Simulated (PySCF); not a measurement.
# UTPSSh/cc-pVDZ run of C2H6BFN (SMILES NB[CH]CF)

What is the vertical ionisation energy of C2H6BFN at UTPSSh/cc-pVDZ? Input form: a Python script.

Program for the calculation: PySCF 2.14.0.

## 1. The molecule

C2H6BFN: 11 atoms, total charge 0, spin state doublet. SMILES: `NB[CH]CF`. The shape is that of a GFN2-xTB optimisation. This is one conformer, not always the lowest.

Bond lengths: N1–B2 1.399 Å, B2–C3 1.519 Å, C3–C4 1.476 Å, C4–F5 1.373 Å, N1–H6 1.005 Å, N1–H7 1.006 Å, B2–H8 1.170 Å, C3–H9 1.084 Å, C4–H10 1.103 Å, C4–H11 1.103 Å. Some angles: N1–B2–C3 118.1°, B2–C3–C4 126.8°, C3–C4–F5 113.7°, N1–B2–H8 118.9°, C3–B2–H8 122.9°, B2–N1–H6 123.7°, B2–N1–H7 123.2°, B2–C3–H9 121.8°, C4–C3–H9 111.5°, C3–C4–H10 111.6°.

## 2. The energy at UTPSSh/cc-pVDZ

calc.py

```python
from pyscf import gto, dft

molecule = gto.Mole()
molecule.atom = [
    ('N', (-1.970380, -0.318980, 0.723670)),
    ('B', (-0.732840, -0.634710, 0.151520)),
    ('C', (0.290140, 0.477700, -0.002220)),
    ('C', (1.641350, 0.360680, -0.584460)),
    ('F', (1.938190, -0.898870, -1.044160)),
    ('H', (-2.704680, -0.989300, 0.867430)),
    ('H', (-2.214550, 0.606480, 1.033650)),
    ('H', (-0.529550, -1.736470, -0.184960)),
    ('H', (0.087320, 1.489080, 0.330380)),
    ('H', (1.772270, 1.037720, -1.445380)),
    ('H', (2.422720, 0.606660, 0.154530)),
]
molecule.spin = 1
molecule.max_memory = 1860
molecule.basis = 'cc-pvdz'
molecule.verbose = 4
molecule.build()

calc0 = dft.UKS(molecule)
calc0.xc = 'tpssh'
calc0.conv_tol = 1e-10
calc0.grids.level = 7
calc0.kernel()
if not calc0.converged:
    calc0 = calc0.newton().run(calc0.mo_coeff, calc0.mo_occ)

e_final = calc0.e_tot
print('E(%s) = %.9f' % ('TPSSH', e_final))
```

The run is started by

```bash
$ OMP_NUM_THREADS=1 python calc.py
```

The log of the run:

```text
PySCF version 2.14.0

[... 112 lines left out ...]
converged SCF energy = -259.279643792392  <S^2> = 0.7560182  2S+1 = 2.0060092
E(TPSSH) = -259.279643792
```

It took 4.3 min on 1 thread of Arm Neoverse V2, shared host; peak memory 0.61 GiB.

## 3. The singlet cation at the same level

input.py

```python
from pyscf import gto, dft

molecule = gto.Mole()
molecule.atom = [
    ('N', (-1.970380, -0.318980, 0.723670)),
    ('B', (-0.732840, -0.634710, 0.151520)),
    ('C', (0.290140, 0.477700, -0.002220)),
    ('C', (1.641350, 0.360680, -0.584460)),
    ('F', (1.938190, -0.898870, -1.044160)),
    ('H', (-2.704680, -0.989300, 0.867430)),
    ('H', (-2.214550, 0.606480, 1.033650)),
    ('H', (-0.529550, -1.736470, -0.184960)),
    ('H', (0.087320, 1.489080, 0.330380)),
    ('H', (1.772270, 1.037720, -1.445380)),
    ('H', (2.422720, 0.606660, 0.154530)),
]
molecule.verbose = 3
molecule.charge = 1
molecule.basis = 'cc-pvdz'
molecule.max_memory = 1860
molecule.build()

mf = dft.RKS(molecule, xc='tpssh')
mf.conv_tol = 1e-10
mf.grids.level = 7
mf.kernel()
if not mf.converged:
    mf = mf.newton().run(mf.mo_coeff, mf.mo_occ)

e_final = mf.e_tot
print('E(%s) = %.9f' % ('TPSSH', e_final))
```

The run is started by

```bash
$ OMP_NUM_THREADS=1 python input.py
```

The log of the run:

```text
converged SCF energy = -258.97997258999
E(TPSSH) = -258.979972590
```

Run time: 2 min. Hardware: 1 thread of Arm Neoverse V2, shared host; peak memory 0.6 GiB.

## 4. What came out

Level: UTPSSh/cc-pVDZ.

| quantity | value |
| --- | --- |
| doublet C2H6BFN: total energy | -259.27964 Eh |
| doublet C2H6BFN: dipole moment | 3.09 D |
| doublet C2H6BFN: HOMO energy (highest over α and β) | -5.38 eV |
| doublet C2H6BFN: LUMO energy (lowest over α and β) | -2.53 eV |
| doublet C2H6BFN: ⟨S²⟩ | 0.756 |
| singlet cation: total energy | -258.97997 Eh |
| singlet cation: HOMO energy | -13.92 eV |
| singlet cation: LUMO energy | -10.78 eV |
| singlet cation: HOMO–LUMO gap | 3.13 eV |
| vertical ionisation energy (to the singlet cation) | 8.154 eV |

**Reading.** Removing an electron at fixed nuclei costs 8.15 eV (787 kJ/mol). Only the singlet of the ionised species was computed; a triplet could lie lower. Mulliken charges (singlet cation) run from -0.17 on F5 to +0.23 on C4; they depend strongly on the basis.
